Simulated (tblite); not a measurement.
# C2H13FOSi4: the cost of one run

Programs: PySCF 2.14.0 with density-fitted response routines of our own, and tblite 0.8.0. All values are computed, except where a source is named. Atoms count from 0 throughout.

## Step 1: The molecule as given

21 atoms, charge 0, multiplicity 1; geometry from: MMFF94s geometry.

Bonds of the start (Å): C0–C1 1.52, C0–H10 1.09, C0–H8 1.09, C0–H9 1.11, C1–H11 1.08, C1–H12 1.11, C1–O2 1.44, O2–Si3 1.67, Si3–H13 1.48, Si3–Si4 2.32, Si3–Si5 2.29, Si4–H14 1.49, Si4–H15 1.49, Si4–H16 1.48, Si5–H17 1.49, Si5–H18 1.48, Si5–Si6 2.29, Si6–F7 1.61, Si6–H19 1.48, Si6–H20 1.48.

## Step 2: GFN2-xTB relaxation, conformer 1

Job settings and geometry (Å):

```
{"job": {"xc": "GFN2-xTB", "basis": "xTB", "kind": "relax"}, "charge": 0, "multiplicity": 1}
C     -2.995200    -1.463700    -0.754000
C     -2.318100    -0.108900    -0.654000
O     -0.906000    -0.345400    -0.481300
Si     0.106100     0.975700    -0.328700
Si     0.267800     1.665100     1.882500
Si     2.215000     0.433100    -1.046700
Si     3.017800    -1.178400     0.369800
F      3.205600    -0.567600     1.851000
H     -2.606500    -2.030700    -1.603000
H     -4.087200    -1.338000    -0.874400
H     -2.821900    -2.064000     0.141500
H     -2.506400     0.463000    -1.554400
H     -2.720300     0.432100     0.229200
H     -0.425100     2.074400    -1.164100
H     -1.045900     2.217900     2.325000
H      1.289300     2.739500     2.013100
H      0.624200     0.532100     2.764500
H      3.087900     1.641800    -1.038200
H      2.171700    -0.057700    -2.446700
H      2.098700    -2.341400     0.456400
H      4.339600    -1.662000    -0.088200
```

Started as:

```
OMP_NUM_THREADS=1 python ens_run.py task.json out
```

This one command runs the whole study; its stages follow in the order run.

Q: Estimate the wall time of this first job on 1 thread of Arm Neoverse N1, shared host.

About 7.2 s.
